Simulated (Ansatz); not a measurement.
# H8C3O2: the cost of one run

Method: DFT PBE+D3(BJ), plane waves, PAW, scalar-relativistic, no spin polarisation, in Ansatz 0.2.0.

### Step 1. Starting point

The cell holds 39 atoms (C9H24O6): a = 7.135 Å, b = 7.135 Å, c = 7.135 Å, α = 90.00°, β = 90.00°, γ = 90.00°.

Its coordinates follow in the input file.

### Step 2. Preparing the start

Contents of input.yaml:

```yaml
accuracy: low
crystal:
  lattice:
    - [7.134802, 0.0, 0.0]
    - [0.0, 7.134802, 0.0]
    - [0.0, 0.0, 7.134802]
  atoms:
    - { symbol: C, position: [0.0721541, 0.9458518, 0.9898836] }
    - { symbol: O, position: [0.0497511, 0.9612408, 1.1528309] }
    - { symbol: O, position: [0.0945571, 0.9304628, 0.8269364] }
    - { symbol: C, position: [0.560828, 0.418227, 0.4897482] }
    - { symbol: C, position: [0.430579, 0.3951308, 0.3241959] }
    - { symbol: O, position: [0.4437104, 0.2045171, 0.2651432] }
    - { symbol: H, position: [0.3603846, 0.1883835, 0.1586993] }
    - { symbol: H, position: [0.286226, 0.430352, 0.3649429] }
    - { symbol: H, position: [0.4715605, 0.4909102, 0.2106817] }
    - { symbol: H, position: [0.5571162, 0.5622915, 0.541844] }
    - { symbol: H, position: [0.5191612, 0.3238335, 0.6027455] }
    - { symbol: H, position: [0.704276, 0.3843199, 0.4486673] }
    - { symbol: C, position: [0.5347906, 0.8518728, 0.2031489] }
    - { symbol: C, position: [0.4462752, 0.842374, 0.0108455] }
    - { symbol: O, position: [0.5950818, 0.8250548, -0.1216305] }
    - { symbol: H, position: [0.5394392, 0.8188494, -0.245724] }
    - { symbol: H, position: [0.3506582, 0.7218593, 0.0023472] }
    - { symbol: H, position: [0.363378, 0.9694956, -0.0157396] }
    - { symbol: H, position: [0.4273445, 0.8653112, 0.3115789] }
    - { symbol: H, position: [0.6160742, 0.7249812, 0.2297228] }
    - { symbol: H, position: [0.6287789, 0.9723239, 0.2116575] }
    - { symbol: C, position: [0.8763291, 0.5793894, 0.8616551] }
    - { symbol: C, position: [1.0535591, 0.5340595, 0.7546948] }
    - { symbol: O, position: [1.0363182, 0.6179785, 0.5739917] }
    - { symbol: H, position: [1.1497042, 0.5895375, 0.5042169] }
    - { symbol: H, position: [1.1763351, 0.589319, 0.8296019] }
    - { symbol: H, position: [1.0709556, 0.3814108, 0.743103] }
    - { symbol: H, position: [0.8809095, 0.5185793, 1.0022378] }
    - { symbol: H, position: [0.8599472, 0.731025, 0.8740222] }
    - { symbol: H, position: [0.7546927, 0.5233634, 0.787626] }
    - { symbol: C, position: [1.0515289, 0.3160149, 0.1468364] }
    - { symbol: C, position: [0.8717389, 0.3291791, 0.2582277] }
    - { symbol: O, position: [0.8712003, 0.1764605, 0.3873401] }
    - { symbol: H, position: [0.7560496, 0.1838167, 0.4595896] }
    - { symbol: H, position: [0.8650454, 0.4640504, 0.3324138] }
    - { symbol: H, position: [0.7501886, 0.3219273, 0.1638266] }
    - { symbol: H, position: [1.0604054, 0.4299461, 0.0447423] }
    - { symbol: H, position: [1.1720578, 0.3244326, 0.2407331] }
    - { symbol: H, position: [1.0573373, 0.1824781, 0.0723458] }
basis:
  ecutwfc: 420.0
kpoints:
  mp_grid: { grid: [1, 1, 1] }
hamiltonian:
  xc: pbe
  dispersion: d3bj
scf:
  occupations: { method: fermi_dirac, width: 0.02 }
  lower_state_search: "off"
relax:
  f_tol: 0.3
  max_steps: 15
  adjacent_minimum: "off"
```

The run is started by

```bash
$ ansatz run input.yaml --threads 1 --pin off --max-ram 3072MiB --backend cpu --events-out ev --progress --plain --runs-dir out
```

Q: Estimate wall time and peak memory on 1 thread of Arm Neoverse V2, shared host.

About 31 s, with a peak of 0.39 GiB.
